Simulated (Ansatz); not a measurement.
## NbB2, space group P6/mmm: a point defect in a supercell, step by step

With Ansatz 0.2.0, Python API.

At the Python prompt:
```pycon
>>> import warnings
>>> import ansatz as az
>>> from ase import Atoms
>>> import numpy as np
>>> FUNCTIONAL = "r2SCAN"
>>> KGRID = (2, 2, 3)
>>> OCCUPATIONS = "gaussian"
>>> MIXING_BETA = 0.2
>>> warnings.simplefilter("ignore", az.DeckWarning)
>>> atoms = Atoms(
...     ["Nb", "B", "B"],
...     scaled_positions=[
...         [0.0, 0.0, 0.0],
...         [1 / 3, 2 / 3, 0.5],
...         [2 / 3, 1 / 3, 0.5],
...     ],
...     cell=[
...         [3.086, 0.0, 0.0],
...         [-1.543, 2.672554, 0.0],
...         [0.0, 0.0, 3.306],
...     ],
...     pbc=True,
... )
>>> xtal = az.Crystal.from_ase(atoms)
>>> host = xtal.supercell(2, 2, 1)
>>> defective = host.vacancy("B", at=[2 / 3, 1 / 3, 0.5])
>>> def prepare(structure):
...     return (
...         structure.calculation()
...         .functional(FUNCTIONAL)
...         .kpoints(*KGRID)
...         .occupations(OCCUPATIONS)
...         .mixing("broyden", beta=MIXING_BETA)
...         .scf(lower_state_search="light")
...         .band_table()
...     )
...
>>> perfect = prepare(host).run().report
>>> base = (
...     prepare(defective)
...     .relax(force_tolerance=0.02, max_steps=25)
... )
>>> result = base.run()
>>> report = result.report
>>> report["n_iterations"], report["closed_by"]
(2, 'deck_thresholds')
>>> n_host, n_defect = len(perfect["lattice"]["sites"]), len(report["lattice"]["sites"])
>>> print(f"perfect cell: {n_host} atoms, F = {perfect['free_energy_ev']:.4f} eV")
perfect cell: 12 atoms, F = -19515.1542 eV
>>> print(f"defect cell:  {n_defect} atoms, F = {report['free_energy_ev']:.4f} eV")
defect cell:  11 atoms, F = -19358.2984 eV
>>> print(f"difference {report['free_energy_ev'] - perfect['free_energy_ev']:.4f} eV (no chemical potentials)")
difference 156.8558 eV (no chemical potentials)
>>> for label, run in (("perfect", perfect), ("defect", report)):
...     levels, filled = np.array(run["eigenvalues_ev"][0]), np.array(run["occupations"][0])
...     top = int(np.argmin(np.abs(levels - run["fermi_energy_ev"])))
...     window = slice(max(top - 3, 0), top + 4)
...     print(label, "levels near E_F at the first k-point:", ", ".join(f"{e - run['fermi_energy_ev']:.2f} ({f:.2f})" for e, f in zip(levels[window], filled[window])))
...
perfect levels near E_F at the first k-point: -4.70 (2.00), -4.66 (2.00), -3.59 (2.00), 0.22 (0.00), 0.22 (0.00), 0.22 (0.00), 1.23 (0.00)
defect levels near E_F at the first k-point: -3.14 (2.00), -1.54 (2.00), -0.91 (2.00), -0.91 (2.00), 1.16 (0.00), 1.23 (0.00), 1.23 (0.00)
>>> start = np.array([site.position for site in defective.resolved().sites])
>>> step = np.array([site.position_frac for site in result.lattice.sites]) - start
>>> moved = np.linalg.norm((step - np.round(step)) @ result.lattice.cell_ang, axis=1)
>>> print("relaxation by atom (A):", " ".join(f"{site.symbol}:{d:.3f}" for site, d in zip(result.lattice.sites, moved)))
relaxation by atom (A): Nb:0.037 B:0.015 Nb:0.000 B:0.015 B:0.003 Nb:0.037 B:0.015 B:0.003 Nb:0.037 B:0.000 B:0.003
```

The settings weren't tested for convergence. Spin is left out of this run. The computed bands are complete only to about 2.6 eV above the Fermi level. For a metal this mesh is far too coarse, so the numbers only illustrate the procedure. Of the deposited cell: the entry's cell lengths or inner coordinates differ somewhat from later room-temperature determinations. The difference holds no chemical potentials. Errors of mesh and smearing per atom add up over the supercell, so the energy can be off by tenths of an eV. Each cell's levels count from its own Fermi level and aren't aligned; one k-point can hide that the defect cell is metallic. The structure is a deposited one; some such entries were measured under pressure or heat, so a shift against it needn't be the functional's error alone. Levels are Kohn-Sham eigenvalues on this mesh, without spin-orbit coupling. The supercell is small, so the defect meets its images and the energies aren't those of an isolated defect; a partly filled defect level may also lower its energy by spin or distortion. For a charged cell the difference holds no correction, alignment or term for the electrons' reservoir. Hardware and time: 36 s on 1 thread of Arm Neoverse V1, with other jobs on the host, peak memory 0.64 GiB.
